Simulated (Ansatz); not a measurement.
**Molecular dynamics of C**

Input file:

```yaml
crystal:
  lattice:
    - [0.0, 3.628535, 3.628535]
    - [3.628535, 0.0, 3.628535]
    - [3.628535, 3.628535, 0.0]
  atoms:
    - { symbol: C, position: [0.0, 0.0, 0.0] }
    - { symbol: C, position: [0.125, 0.125, 0.125] }
    - { symbol: C, position: [0.0, 0.0, 0.5] }
    - { symbol: C, position: [0.125, 0.125, 0.625] }
    - { symbol: C, position: [0.0, 0.5, 0.0] }
    - { symbol: C, position: [0.125, 0.625, 0.125] }
    - { symbol: C, position: [0.0, 0.5, 0.5] }
    - { symbol: C, position: [0.125, 0.625, 0.625] }
    - { symbol: C, position: [0.5, 0.0, 0.0] }
    - { symbol: C, position: [0.625, 0.125, 0.125] }
    - { symbol: C, position: [0.5, 0.0, 0.5] }
    - { symbol: C, position: [0.625, 0.125, 0.625] }
    - { symbol: C, position: [0.5, 0.5, 0.0] }
    - { symbol: C, position: [0.625, 0.625, 0.125] }
    - { symbol: C, position: [0.5, 0.5, 0.5] }
    - { symbol: C, position: [0.625, 0.625, 0.625] }
basis:
  ecutwfc: 420.0
kpoints:
  mp_grid: { grid: [3, 3, 3] }
hamiltonian:
  xc: pbe
scf:
  occupations: { method: fermi_dirac, width: 0.24 }
  lower_state_search: "off"
md:
  timestep: 0.75
  n_steps: 120
  ensemble: nvt_langevin
  temperature: 2800.0
  initial_velocities: maxwell_boltzmann
  seed: 497274
  friction: 0.02
```

Launched with:

```bash
$ ansatz run input.yaml --threads 1 --pin off --max-ram 3072MiB --backend cpu --events-out ev --progress --plain --runs-dir out
```

It starts from a structure without forces on its atoms.

Output, in part (step lines):

```
md step     0: t =     0.00 fs  T =  2625.0 K  F+E_penalty+E_count = -4012.58456782 eV  E_kin = 5.428920 eV  (6 SCF iters)
md step     1: t =     0.75 fs  T =  2758.2 K  F+E_penalty+E_count = -4012.47607439 eV  E_kin = 5.704490 eV  (7 SCF iters)
md step     2: t =     1.50 fs  T =  2657.0 K  F+E_penalty+E_count = -4012.15354758 eV  E_kin = 5.495184 eV  (7 SCF iters)
md step     3: t =     2.25 fs  T =  2428.0 K  F+E_penalty+E_count = -4011.64197460 eV  E_kin = 5.021397 eV  (7 SCF iters)
md step     4: t =     3.00 fs  T =  2126.7 K  F+E_penalty+E_count = -4010.99381783 eV  E_kin = 4.398396 eV  (7 SCF iters)
md step     5: t =     3.75 fs  T =  1771.2 K  F+E_penalty+E_count = -4010.28868123 eV  E_kin = 3.663083 eV  (5 SCF iters)
md step     6: t =     4.50 fs  T =  1598.8 K  F+E_penalty+E_count = -4009.56640895 eV  E_kin = 3.306568 eV  (5 SCF iters)
md step     7: t =     5.25 fs  T =  1277.9 K  F+E_penalty+E_count = -4008.88306279 eV  E_kin = 2.642908 eV  (6 SCF iters)
[... lines left out ...]
md step   119: t =    89.25 fs  T =  2702.5 K  F+E_penalty+E_count = -4006.54698942 eV  E_kin = 5.589236 eV  (5 SCF iters)
md step   120: t =    90.00 fs  T =  2654.6 K  F+E_penalty+E_count = -4006.62853323 eV  E_kin = 5.490090 eV  (7 SCF iters)
```

The steps, from the saved trajectory:

| time (fs) | T (K) | potential energy less start (eV) |
| --- | --- | --- |
| 0.0 | 2625 | 0.000 |
| 3.0 | 2127 | 1.591 |
| 6.0 | 1154 | 4.283 |
| 9.0 | 1168 | 4.978 |
| 12.0 | 1886 | 4.060 |
| 15.0 | 2008 | 3.531 |
| 18.0 | 1562 | 4.172 |
| 21.0 | 1448 | 5.062 |
| 24.0 | 1471 | 4.941 |
| 27.0 | 2618 | 3.598 |
| 30.0 | 2976 | 3.449 |
| 33.0 | 2294 | 5.125 |
| 36.0 | 1430 | 6.101 |
| 39.0 | 2196 | 4.338 |
| 42.0 | 3221 | 2.505 |
| 45.0 | 2781 | 3.295 |
| 48.0 | 2092 | 5.046 |
| 51.0 | 1726 | 5.821 |
| 54.0 | 2230 | 5.063 |
| 57.0 | 2698 | 4.203 |
| 60.0 | 2686 | 4.241 |
| 63.0 | 2464 | 4.716 |
| 66.0 | 2364 | 5.158 |
| 69.0 | 2775 | 5.160 |
| 72.0 | 2683 | 4.304 |
| 75.0 | 2624 | 4.494 |
| 78.0 | 2663 | 5.212 |
| 81.0 | 2338 | 5.818 |
| 84.0 | 2428 | 6.127 |
| 87.0 | 2752 | 6.255 |
| 90.0 | 2655 | 5.956 |

The run went to its last step. The mean temperature of the second half is 11 % below the set value. A run of 0.09 ps of so small a system gives no equilibrium averages.

Mean squared displacements from the first frame to the last, about the centre of mass: C 0.02 Å².

Last frame:

```xyz
16
Lattice="0.0000 3.6285 3.6285 3.6285 0.0000 3.6285 3.6285 3.6285 0.0000" Properties=species:S:1:pos:R:3
C 0.336 -0.241 0.153
C 1.129 0.700 0.999
C 1.929 1.710 0.111
C 3.031 2.510 0.982
C 2.051 -0.187 1.890
C 2.812 0.689 2.834
C 3.868 1.653 1.813
C 4.587 2.529 2.795
C 0.152 1.444 2.143
C 1.111 2.360 2.873
C 2.052 3.333 1.981
C 2.829 4.051 2.846
C 1.999 1.540 3.784
C 2.878 2.580 4.464
C 3.852 3.279 3.772
C 4.798 4.243 4.683
```

Time of the run: 11 min on 1 thread of Arm Neoverse V1 (shared host), peak memory 0.34 GiB.
